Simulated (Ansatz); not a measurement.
This Ansatz 0.2.0 run on Cu3O2 needs a look.

The input input.yaml:

```yaml
crystal:
  lattice:
    - [-2.022982, 2.022982, 3.673617]
    - [2.022982, -2.022982, 3.673617]
    - [2.022982, 2.022982, -3.673617]
  atoms:
    - { symbol: Cu, position: [0.0, 0.0, 0.0] }
    - { symbol: Cu, position: [0.75, 0.25, 0.5] }
    - { symbol: Cu, position: [0.25, 0.75, 0.5] }
    - { symbol: O, position: [0.5, 0.0, 0.5] }
    - { symbol: O, position: [0.0, 0.5, 0.5] }
hamiltonian:
  xc: pbe
  pseudopotentials: { kind: paw }
kpoints:
  mp_grid: { grid: [9, 9, 9] }
  KSPACING: 400
scf:
  occupations: { method: fermi_dirac, width: 0.05 }
  n_extra_bands: 12
  max_iter: 75
output:
  forces: true
  stress: true
  eigenvalues: true
  dos: { projected: true, de: 0.05, nscf_kmesh: { grid: [14, 14, 14] } }
```

Potentials or basis: Ansatz PAW.

Command:

```console
$ ansatz run input.yaml --threads 2 --pin off --max-ram 5632MiB --backend cpu --events-out ev --progress --plain --runs-dir out
```

Output:

```text
Error: YAML parse error: error: line 17 column 3: unknown field `KSPACING`, expected one of mp_grid, list, band_path, initial_grid, further_shifts
  --> <input>:17:3
   |
15 | kpoints:
16 |   mp_grid: { grid: [9, 9, 9] }
17 |   KSPACING: 400
   |   ^ unknown field `KSPACING`, expected one of mp_grid, list, band_path, initial_grid, further_shifts
18 | scf:
19 |   occupations: { method: fermi_dirac, width: 0.05 }
   |
```

Task: Diagnose the run.

Result: The program refused the input. The input holds a flaw that was put in on purpose: a keyword of another program (kpoints.KSPACING = 400).

A sound run on the same cell differs in these lines of the main input:
```diff
@@ -17 +16,0 @@
-  KSPACING: 400
@@ -21 +19,0 @@
-  max_iter: 75
```
